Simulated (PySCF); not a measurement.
# C7H7F: the cost of one run

Computed with PySCF 2.14.0 and routines of our own; the level stands in each step. Atoms count from 0.

## 1. The system as given

15 atoms, charge 0, multiplicity 1; geometry from: GFN2-xTB.

## 2. Magnetic properties: GIAO CAM-B3LYP/pcSseg-1

The job: settings as JSON, then the geometry in Å.

```
{"job": {"kind": "mag", "xc": "CAM-B3LYP", "basis": "pcSseg-1", "isotopologues": 2}, "charge": 0, "multiplicity": 1}
C      2.971937    -0.156107    -0.576628
C      1.753657    -0.214334    -0.045475
C      0.562575     0.221399    -0.731587
C     -0.658860     0.167664    -0.199042
C     -2.007101     0.521705    -0.632679
C     -2.523775     0.115810     0.534381
F     -3.754014     0.070019     1.043178
C     -1.216382    -0.305059     1.146533
H      3.134639     0.228567    -1.570063
H      3.844501    -0.487236    -0.040907
H      1.613099    -0.603738     0.953976
H      0.686639     0.610744    -1.733760
H     -2.405701     0.940781    -1.535337
H     -1.110540    -1.369844     1.349960
H     -0.895089     0.267620     2.015538
```

Level: GIAO CAM-B3LYP/pcSseg-1 magnetisability, rotational g tensor and spin-rotation constants, non-relativistic, gas phase.

The run is started by

```bash
$ OMP_NUM_THREADS=1 python excited_run.py task.json out
```

This one command runs all jobs of the session in turn.

Q: Estimate the wall time and peak memory of this first job on 1 thread of Intel Xeon Platinum 8488C, shared host.

About 45 s, with a peak of 0.83 GiB.
